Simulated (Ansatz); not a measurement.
# Al32C: the cost of one run

Method: DFT LDA, plane waves, PAW, scalar-relativistic, no spin polarisation, in Ansatz 0.2.0.

## Step 1: The system as given

The cell holds 33 atoms (CAl32): a = 8.100 Å, b = 8.100 Å, c = 8.100 Å, α = 90.00°, β = 90.00°, γ = 90.00°.

Its coordinates follow in the input file.

## Step 2: End point A

Input file input.yaml:

```yaml
crystal:
  lattice:
    - [8.1, 0.0, 0.0]
    - [0.0, 8.1, 0.0]
    - [0.0, 0.0, 8.1]
  atoms:
    - { symbol: Al, position: [0.5, 0.0, 0.0] }
    - { symbol: Al, position: [0.75, 0.25, 0.0] }
    - { symbol: Al, position: [0.75, 0.0, 0.25] }
    - { symbol: Al, position: [0.0, 0.0, 0.0] }
    - { symbol: Al, position: [0.25, 0.25, 0.0] }
    - { symbol: Al, position: [0.5, 0.5, 0.0] }
    - { symbol: Al, position: [0.75, 0.75, 0.0] }
    - { symbol: Al, position: [0.25, 0.0, 0.25] }
    - { symbol: Al, position: [0.5, 0.25, 0.25] }
    - { symbol: Al, position: [0.75, 0.5, 0.25] }
    - { symbol: Al, position: [0.5, 0.0, 0.5] }
    - { symbol: Al, position: [0.75, 0.25, 0.5] }
    - { symbol: Al, position: [0.75, 0.0, 0.75] }
    - { symbol: Al, position: [0.0, 0.5, 0.0] }
    - { symbol: Al, position: [0.25, 0.75, 0.0] }
    - { symbol: Al, position: [0.0, 0.25, 0.25] }
    - { symbol: Al, position: [0.25, 0.5, 0.25] }
    - { symbol: Al, position: [0.5, 0.75, 0.25] }
    - { symbol: Al, position: [0.0, 0.0, 0.5] }
    - { symbol: Al, position: [0.25, 0.25, 0.5] }
    - { symbol: Al, position: [0.5, 0.5, 0.5] }
    - { symbol: Al, position: [0.75, 0.75, 0.5] }
    - { symbol: Al, position: [0.25, 0.0, 0.75] }
    - { symbol: Al, position: [0.5, 0.25, 0.75] }
    - { symbol: Al, position: [0.75, 0.5, 0.75] }
    - { symbol: Al, position: [0.0, 0.75, 0.25] }
    - { symbol: Al, position: [0.0, 0.5, 0.5] }
    - { symbol: Al, position: [0.25, 0.75, 0.5] }
    - { symbol: Al, position: [0.0, 0.25, 0.75] }
    - { symbol: Al, position: [0.25, 0.5, 0.75] }
    - { symbol: Al, position: [0.5, 0.75, 0.75] }
    - { symbol: Al, position: [0.0, 0.75, 0.75] }
    - { symbol: C, position: [0.5034234, 0.7488735, -0.0011728] }
basis:
  ecutwfc: 420.0
kpoints:
  mp_grid: { grid: [2, 2, 2] }
hamiltonian:
  xc: lda
scf:
  occupations: { method: gaussian, width: 0.15 }
  lower_state_search: "off"
relax:
  f_tol: 0.03
  max_steps: 60
  adjacent_minimum: "off"
output:
  write_density: true
  write_potential: true
  elf: true
  volumetric_format: npy
```

Started as:

```console
ansatz run input.yaml --threads 2 --pin off --max-ram 5120MiB --backend cpu --events-out ev --progress --plain --runs-dir out
```

What time and memory should one allow on 2 threads of Intel Xeon Platinum 8259CL at 2.50GHz (Skylake/Cascade Lake), shared host?

About 36 s, with a peak of 1.1 GiB.
